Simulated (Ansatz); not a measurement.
**GeHCl₃ (built from SMILES Cl.[Cl][Ge][Cl]): a barrier at many levels of theory**

How high is the barrier of this step (Ge1–Cl5 formed, Cl2–H4 formed, Ge1–Cl2 broken, H4–Cl5 broken), and how far do cheaper methods land from CCSD(T)?

Computed with Ansatz 0.2.0, Gaussian basis. Level: single points in def2-TZVPP on PBE0-D4/def2-TZVP structures.

Levels: SPW92, PBE-D4, BLYP-D4, r2SCAN-D4, B97M-V, PBE0-D4, B3LYP-D4, r2SCAN0-D4, BHLYP-D4, CAM-B3LYP-D4, wB97X-V, wB97M-V, B2PLYP, PBE-QIDH, RPA on PBE, Hartree-Fock, MP2, CCSD, CCSD(T). The reference is CCSD(T) at the basis limit, from triple and quadruple zeta. Zero-point energies come from PBE0-D4 vibrations.

Cores are frozen in the correlated methods. Filled d shells of the heavier atoms are correlated. B3LYP uses VWN-RPA correlation. B2PLYP carries no dispersion term here.

22 further runs of the same task are left out: 22 set aside as unsound or not needed.

## Step 1: Start, saddle and end, as given

Charge 0, multiplicity 1. The folders r, ts and p hold the start, the saddle and the end; their coordinates stand in the first inputs.

```
   pair  r (Å)  ts (Å)  p (Å)
Ge1–Cl5  2.984   2.471  2.222
 Cl2–H4  2.679   1.555  1.287
Ge1–Cl2  2.222   2.473  2.984
 H4–Cl5  1.287   1.554  2.682
```

## Step 2: wB97M-V/def2-TZVPP

Input file r/in.yaml:

```yaml
crystal:
  periodic: [false, false, false]
  atoms:
    - {symbol: Ge, position_ang: [1.093592, 0.880291, 0.032043]}
    - {symbol: Cl, position_ang: [1.179874, -1.078809, -1.012458]}
    - {symbol: Cl, position_ang: [1.013713, 0.166140, 2.099313]}
    - {symbol: H, position_ang: [-1.435842, -0.555702, -0.768914]}
    - {symbol: Cl, position_ang: [-1.851337, 0.587979, -0.350185]}
basis:
  gaussian: {orbitals: def2-TZVPP}
hamiltonian: {xc: {name: wB97M-V}}
```

Input file ts/in.yaml:

```yaml
crystal:
  periodic: [false, false, false]
  atoms:
    - {symbol: Ge, position_ang: [0.779287, 0.988624, 0.068953]}
    - {symbol: Cl, position_ang: [0.662620, -1.183604, -1.106803]}
    - {symbol: Cl, position_ang: [0.925911, 0.193856, 2.093717]}
    - {symbol: H, position_ang: [-0.732796, -0.565419, -0.810927]}
    - {symbol: Cl, position_ang: [-1.635023, 0.566442, -0.245141]}
basis:
  gaussian: {orbitals: def2-TZVPP}
hamiltonian: {xc: {name: wB97M-V}}
```

Input file p/in.yaml:

```yaml
crystal:
  periodic: [false, false, false]
  atoms:
    - {symbol: Ge, position_ang: [0.613905, 1.244003, 0.214783]}
    - {symbol: Cl, position_ang: [0.672990, -1.328786, -1.295549]}
    - {symbol: Cl, position_ang: [0.892674, 0.253479, 2.146377]}
    - {symbol: H, position_ang: [-0.590454, -1.196870, -1.090374]}
    - {symbol: Cl, position_ang: [-1.589117, 1.028074, 0.024561]}
basis:
  gaussian: {orbitals: def2-TZVPP}
hamiltonian: {xc: {name: wB97M-V}}
```

No record of the launch command was kept for these runs.

The runs that follow: CCSD(T)/def2-TZVPP; MP2/def2-QZVPP; Vibrations of the start structure; Vibrations of the end structure.

**Question.** What will these runs give? Wanted: barrier, CCSD(T)/CBS; reverse barrier, CCSD(T)/CBS; step energy, CCSD(T)/CBS; barrier with zero-point energy; step energy with zero-point energy; imaginary mode at the saddle; largest T1 diagnostic.

The runs gave:

| quantity | value |
| --- | --- |
| barrier, CCSD(T)/CBS | 39.0 kJ/mol |
| reverse barrier, CCSD(T)/CBS | 39.0 kJ/mol |
| step energy, CCSD(T)/CBS | 0.0 kJ/mol |
| barrier with zero-point energy | 33.3 kJ/mol |
| step energy with zero-point energy | 0.0 kJ/mol |
| imaginary mode at the saddle | 379i cm⁻¹ |
| largest T1 diagnostic | 0.011 |

**Reading.** Among the functionals wB97X-V lands nearest to CCSD(T)/CBS (+0.2 kJ/mol) and SPW92 farthest (-50.2 kJ/mol). Mean unsigned error by rung: LDA 50.2, GGA 24.4, meta-GGA 13.9, hybrid 11.9, range-separated hybrid 1.5, double hybrid 6.4 kJ/mol. PBE-D4 gives a barrier 30.6 kJ/mol too low, outside chemical accuracy (1 kcal/mol, 4.2 kJ/mol). Every functional without exact exchange puts the barrier too low, the usual mark of self-interaction error, which favours the spread-out density of a saddle. The barrier rises with the share of exact exchange, from BLYP-D4 through B3LYP-D4 to BHLYP-D4 (-18.2, -9.1, +6.7 kJ/mol). Hartree-Fock, with no correlation, is off by +45.3 kJ/mol. Zero-point motion lowers the barrier by 5.7 kJ/mol.
